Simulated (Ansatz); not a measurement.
Predict the output of the script below (Ansatz 0.2.0 through its Python package).

Input file `input.yaml`:
```yaml
crystal:
  lattice:
    - [0.0, 4.778651, 4.778651]
    - [4.778651, 0.0, 4.778651]
    - [4.778651, 4.778651, 0.0]
  atoms:
    - { symbol: Cs, position: [0.5, 0.5, 0.5] }
    - { symbol: Rb, position: [0.25, 0.25, 0.25] }
    - { symbol: Rb, position: [0.75, 0.75, 0.75] }
    - { symbol: Rh, position: [0.0, 0.0, 0.0] }
    - { symbol: F, position: [0.210874, 0.210874, 0.789126] }
    - { symbol: F, position: [0.210874, 0.789126, 0.789126] }
    - { symbol: F, position: [0.789126, 0.789126, 0.210874] }
    - { symbol: F, position: [0.210874, 0.789126, 0.210874] }
    - { symbol: F, position: [0.789126, 0.210874, 0.789126] }
    - { symbol: F, position: [0.789126, 0.210874, 0.210874] }
kpoints:
  mp_grid: { kspacing: 0.3 }
hamiltonian:
  xc: pbesol
scf:
  occupations: { method: cold, width: 0.05 }
output:
  stress: true
  eigenvalues: true
```

The script, `yaml_run_csrb2rhf6.py`:
```python
"""Run a YAML input for CsRb2RhF6 from Python."""

import json

import ansatz
import yaml

with open("input.yaml") as handle:
    tree = yaml.safe_load(handle)
print("sections:", list(tree))
outcome = ansatz.Session.from_dict(tree).plan().execute()
r = outcome.report

for key in ("converged", "n_iterations", "n_electrons", "n_kpoints", "n_pw", "n_symmetry_ops", "free_energy_ev", "fermi_energy_ev"):
    print(f"{key:18s} {r[key]}")

edges = r.get("band_edges_ev")
if edges:
    print(f"band edges on the mesh: {edges[0]:.3f} and {edges[1]:.3f} eV, gap {edges[1] - edges[0]:.3f} eV")
else:
    print("no band edges reported (a metal, or a gap too narrow for this smearing); Fermi level", round(r["fermi_energy_ev"], 3), "eV")

print("doubts on the final state:", r["published_state_doubts"] or "none")
print("warnings:", sorted({n["data"]["kind"] for n in outcome.notices if n["data"].get("severity") in ("warning", "doubt")}) or "none")

keep = ["free_energy_ev", "energy_sigma0_ev", "fermi_energy_ev", "n_iterations", "converged", "magnetization_mub", "n_kpoints"]
with open("csrb2rhf6.json", "w") as handle:
    json.dump({key: r[key] for key in keep}, handle, indent=1)
```

```console
$ python yaml_run_csrb2rhf6.py
sections: ['crystal', 'kpoints', 'hamiltonian', 'scf', 'output']
DeckWarning: basis.ecutwfc = 420 eV, auto-derived from the records' recommended cutoffs: set by Cs (normal level)
converged          True
n_iterations       7
n_electrons        86.0
n_kpoints          8
n_pw               4279
n_symmetry_ops     48
free_energy_ev     -23167.257499201038
fermi_energy_ev    5.300178582142334
band edges on the mesh: 4.269 and 6.259 eV, gap 1.990 eV
doubts on the final state: none
warnings: none
```
(Warnings from the package without file and line, repeats left out.)

File `csrb2rhf6.json` afterwards:
```json
{
 "free_energy_ev": -23167.257499201038,
 "energy_sigma0_ev": -23167.257499201038,
 "fermi_energy_ev": 5.300178582142334,
 "n_iterations": 7,
 "converged": true,
 "magnetization_mub": 0.0,
 "n_kpoints": 8
}
```

Caveats:
- Total energies depend on the potentials; only differences at equal settings carry meaning. A total without «per atom» is that of the cell as typed.
- The run is spin-unpolarised.
- Semilocal gaps usually lie well under measured ones.
- The zero of the levels is a convention of the potentials, so an absolute Fermi energy is no work function.
- An opening on this mesh may only mean that it misses a point where bands touch.
- The structure comes from a database of computed cells and needn't be a stable or known phase.
- Gaps and levels are Kohn-Sham values on a finite set of k-points, without spin-orbit coupling.
- Wall time of the script: 6.2 s on 1 thread of Arm Neoverse V1 (shared host), peak memory 0.53 GiB.
